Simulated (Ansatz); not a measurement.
# ClGeH2N: small, medium and large basis sets

The task here is to estimate one member of a computed series from the others.

Program: Ansatz 0.2.0, Gaussian basis. Level of theory: one geometry, several basis sets. These are calculated values, not measurements.

Plan: PBE0-D4/def2-SVP; ωB97M-V/def2-SVP; PBE0-D4/def2-QZVPP; ωB97M-V/def2-QZVPP; the functionals' def2-TZVPP values are taken from earlier runs.

## The relaxed structure

An earlier PBE0-D4 in a triple-zeta def2 set relaxation fixed the geometry.

SMILES `[NH2][Ge][Cl]`, 5 atoms, charge 0, spin multiplicity 1.

Atoms are counted from 1 here; the program's logs count them from 0.

Bond lengths: N1–Ge2 1.811 Å, N1–H4 1.009 Å, N1–H5 1.008 Å, Ge2–Cl3 2.209 Å. Angles: Ge2–N1–H4 124.3°, Ge2–N1–H5 122.4°, H4–N1–H5 113.4°, N1–Ge2–Cl3 95.7°.

Coordinates:

```mol
ClGeH2N
  3D, bonds by distance, orders not assigned

  5  4  0  0  0  0  0  0  0  0999 V2000
   -0.4935    0.2320   -0.4263 N   0  0
   -0.1106   -1.1709    0.6524 Ge  0  0
    1.8909   -0.4498    1.2487 Cl  0  0
    0.1284    1.0098   -0.5888 H   0  0
   -1.3653    0.3053   -0.9275 H   0  0
  1  2  8  0
  2  3  8  0
  1  4  8  0
  1  5  8  0
M  END
```

The first run:

in.yaml

```yaml
crystal:
  periodic: [false, false, false]
  atoms:
    - {symbol: N, position_ang: [-0.493534, 0.232029, -0.426306]}
    - {symbol: Ge, position_ang: [-0.110574, -1.170914, 0.652377]}
    - {symbol: Cl, position_ang: [1.890921, -0.449756, 1.248701]}
    - {symbol: H, position_ang: [0.128420, 1.009775, -0.588818]}
    - {symbol: H, position_ang: [-1.365334, 0.305266, -0.927454]}
basis:
  gaussian: {orbitals: def2-SVP}
hamiltonian: {xc: pbe0, dispersion: d4}
output: {orbitals: {seedname: orbitals}}
```

Launch:

```sh
$ ansatz run in.yaml --threads 4 --pin off --events-out ev --progress --plain --max-ram 10444MiB
```

Among the steps run: PBE0-D4 in def2-SVP; ωB97M-V in def2-SVP; PBE0-D4 in def2-QZVPP; ωB97M-V in def2-QZVPP.

One table of the session follows, with a row left open; its other results are not shown here.

It belongs to the step «Density functionals: the series». 

| functional | basis | HOMO (eV) | LUMO (eV) |
| --- | --- | --- | --- |
| PBE0-D4 | def2-SVP | -7.36 | -1.61 |
| PBE0-D4 | def2-TZVPP | -7.53 | -1.81 |
| PBE0-D4 | def2-QZVPP | ? | ? |
| ωB97M-V | def2-SVP | -9.46 | 0.39 |
| ωB97M-V | def2-TZVPP | -9.66 | 0.15 |
| ωB97M-V | def2-QZVPP | -9.74 | -0.01 |

Q: Estimate the row for PBE0-D4, def2-QZVPP from the others.

As computed: HOMO (eV): -7.59; LUMO (eV): -1.89. In the column «HOMO (eV)» it lies between ωB97M-V, def2-SVP (-9.46) and PBE0-D4, def2-TZVPP (-7.53).
